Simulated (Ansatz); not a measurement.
**C4H6Si: one species, many methods**

An exercise on one series of results from a longer session: the logs are not shown, and one member is left open.

Program: Ansatz 0.2.0, Gaussian basis. Level of theory: functionals in def2-TZVPP, the program's frozen cores in correlated methods. These are calculated values, not measurements.

Plan: LDA (SPW92), PBE-D4, revPBE-D4, BLYP-D4, r2SCAN-D4, B97M-V, PBE0-D4, B3LYP-D4, r2SCANh-D4, r2SCAN0-D4, HSE06-D4, BHLYP-D4, CAM-B3LYP-D4, LC-ωPBE, ωB97X-V, ωB97M-V, B2PLYP, PBE-QIDH; CCSD(T)/def2-SVP; CCSD(T)/def2-TZVPP; MP2/def2-QZVPP; extrapolation to the limit; RPA on PBE.

**The relaxed structure**

The geometry comes from an earlier relaxation with PBE0-D4 in a triple-zeta def2 set; it is a stationary point, not always the lowest conformer.

11 atoms, charge 0, spin multiplicity 1.

Atoms are counted from 1 here; the program's logs count them from 0.

Bond lengths: C1–C2 1.331 Å, C1–H6 1.085 Å, C1–H7 1.083 Å, C2–C3 1.442 Å, C2–H8 1.089 Å, C3–C4 1.338 Å, C3–Si5 1.815 Å, C4–Si5 1.805 Å, C4–H9 1.083 Å, Si5–H10 1.483 Å, Si5–H11 1.483 Å. Angles: C2–C1–H6 120.7°, C2–C1–H7 121.7°, H6–C1–H7 117.6°, C1–C2–C3 123.1°, C1–C2–H8 119.9°, C3–C2–H8 117.0°, C2–C3–C4 137.8°, C2–C3–Si5 154.3°, C4–C3–Si5 67.9°, C3–C4–Si5 68.7°, C3–C4–H9 135.6°, Si5–C4–H9 155.7°, C3–Si5–C4 43.4°, C3–Si5–H10 121.6°, C3–Si5–H11 121.6°, C4–Si5–H10 121.7°, C4–Si5–H11 121.7°, H10–Si5–H11 111.3°.

As a file:

```xyz
11
charge 0, multiplicity 1
C    -1.91023   -0.65610    0.51909
C    -0.76191   -0.19074    1.00558
C     0.36779    0.14320    0.17415
C     1.61106    0.61077    0.33258
Si    1.23993    0.31329   -1.40873
H    -2.03986   -0.80412   -0.54769
H    -2.74473   -0.90012    1.16556
H    -0.64523   -0.04687    2.07868
H     2.22289    0.91196    1.17447
H     1.78013   -0.86519   -2.12976
H     0.94547    1.42701   -2.34332
```

Set-up of the first run:

in.yaml reads:

```yaml
crystal:
  periodic: [false, false, false]
  atoms:
    - {symbol: C, position_ang: [-1.910228, -0.656100, 0.519095]}
    - {symbol: C, position_ang: [-0.761911, -0.190737, 1.005582]}
    - {symbol: C, position_ang: [0.367787, 0.143197, 0.174146]}
    - {symbol: C, position_ang: [1.611057, 0.610774, 0.332576]}
    - {symbol: Si, position_ang: [1.239932, 0.313293, -1.408734]}
    - {symbol: H, position_ang: [-2.039865, -0.804118, -0.547686]}
    - {symbol: H, position_ang: [-2.744729, -0.900121, 1.165561]}
    - {symbol: H, position_ang: [-0.645231, -0.046866, 2.078679]}
    - {symbol: H, position_ang: [2.222892, 0.911962, 1.174465]}
    - {symbol: H, position_ang: [1.780129, -0.865192, -2.129761]}
    - {symbol: H, position_ang: [0.945470, 1.427008, -2.343321]}
basis:
  gaussian: {orbitals: def2-TZVPP}
hamiltonian: {xc: lda}
output: {orbitals: {seedname: orbitals}}
```

Among the steps run: LDA; PBE-D4 (GGA); revPBE-D4 (GGA); BLYP-D4 (GGA); r2SCAN-D4 (meta-GGA); B97M-V (meta-GGA); PBE0-D4 (hybrid); B3LYP-D4 (hybrid); r2SCANh-D4 (hybrid); r2SCAN0-D4 (hybrid); HSE06-D4 (hybrid); BHLYP-D4 (hybrid); CAM-B3LYP-D4 (range-separated); LC-ωPBE (range-separated); ωB97X-V (range-separated); ωB97M-V (range-separated); B2PLYP (double hybrid); PBE-QIDH (double hybrid).

One of the session's tables, all rows but one given; the rest of the session is left out.

It belongs to the step «Orbital energies across the functionals». 

| functional | HOMO (eV) | gap (eV) |
| --- | --- | --- |
| LDA (SPW92) | -6.39 | 4.00 |
| PBE-D4 | -6.23 | 4.07 |
| revPBE-D4 | -6.17 | 4.10 |
| BLYP-D4 | -6.03 | 4.06 |
| r2SCAN-D4 | -6.38 | 4.41 |
| B97M-V | -6.38 | 4.50 |
| PBE0-D4 | -7.19 | 6.02 |
| B3LYP-D4 | -6.96 | 5.60 |
| r2SCANh-D4 | -6.75 | 5.13 |
| r2SCAN0-D4 | -7.31 | 6.22 |
| HSE06-D4 | -6.80 | 5.25 |
| BHLYP-D4 | -7.97 | 7.95 |
| CAM-B3LYP-D4 | ? | ? |
| LC-ωPBE | -9.73 | 10.81 |
| ωB97X-V | -9.34 | 10.38 |
| ωB97M-V | -9.25 | 10.19 |

Q: Estimate the row for CAM-B3LYP-D4 from the others.

**Answer.** HOMO (eV): -8.38; gap (eV): 8.37. In the column «HOMO (eV)» it lies between ωB97M-V (-9.25) and BHLYP-D4 (-7.97).
